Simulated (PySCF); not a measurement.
# H6PbSi2 (Pb(SiH3)2): the cost of one run

Program: PySCF 2.14.0. Level of theory: PBE0, Pb def2-SVP with ECP60, Si def2-SVP, H def2-SVP; scalar-relativistic core potentials, no spin–orbit coupling. These are calculated values, not measurements.

2 further runs of the same task are left out: 2 for a known fault of the program.

## (1) Where the work starts

9 atoms, charge 0, spin multiplicity 1.

Bond lengths: Pb1–Si2 2.736 Å, Pb1–Si6 2.736 Å, Si2–H3 1.500 Å, Si2–H4 1.500 Å, Si2–H5 1.503 Å, Si6–H7 1.500 Å, Si6–H8 1.500 Å, Si6–H9 1.503 Å. Angles: Si2–Pb1–Si6 84.5°, Pb1–Si2–H3 113.8°, Pb1–Si2–H4 114.5°, Pb1–Si2–H5 106.3°, H3–Si2–H4 107.6°, H3–Si2–H5 107.1°, H4–Si2–H5 107.0°, Pb1–Si6–H7 113.8°, Pb1–Si6–H8 114.5°, Pb1–Si6–H9 106.3°, H7–Si6–H8 107.6°, H7–Si6–H9 107.1°, H8–Si6–H9 107.0°.

Coordinates:

```xyz
9
H6PbSi2
Pb    0.00000    0.00000   -0.48013
Si    1.83828    0.04955    1.54593
H     1.47260   -0.81556    2.71566
H     3.23257   -0.31551    1.13092
H     1.88318    1.46847    2.04105
Si   -1.83828   -0.04955    1.54593
H    -1.47260    0.81556    2.71566
H    -3.23257    0.31551    1.13092
H    -1.88318   -1.46847    2.04105
```

Formal oxidation states: Pb +2. An earlier session relaxed this geometry at PBE0, Pb def2-SVP with ECP60, Si def2-SVP, H def2-SVP (singlet, point group C2).

Its energy there is -775.004134 Eh.

## (2) Atoms moved at random, σ = 0.15 Å

The input, run.py (the lines that set the calculation):

```python
mol = gto.M(atom='''
Pb    -0.21813    -0.09780    -0.36738
Si     1.74222    -0.01080     1.79194
H      1.40281    -0.77787     2.61887
H      3.63824    -0.28931     1.52667
H      1.88230     1.55318     1.86743
Si    -2.09986    -0.10336     1.27866
H     -1.25811     0.90711     2.45808
H     -3.24272     0.32490     1.17652
H     -1.84675    -1.50604     2.03623''',
    basis={'Pb': 'def2-SVP', 'Si': 'def2-SVP', 'H': 'def2-SVP'},
    ecp={'Pb': 'def2-SVP'},
    charge=0, spin=0)
mf = dft.RKS(mol, xc='PBE0')
mf.grids.atom_grid = (50, 194)
mf = mf.density_fit()  # fitting sets: Pb def2-universal-JKFIT, Si def2-universal-JKFIT, H def2-universal-JKFIT
mf.conv_tol = 1e-08; mf.max_cycle = 55
mf.kernel(dm0)  # dm0: the density of the relaxed state
```

Started as:

```sh
$ OMP_NUM_THREADS=2 python run.py
```

**Question.** How long does this run take on 2 threads of Arm Neoverse V2, shared host?

About 2.7 s.
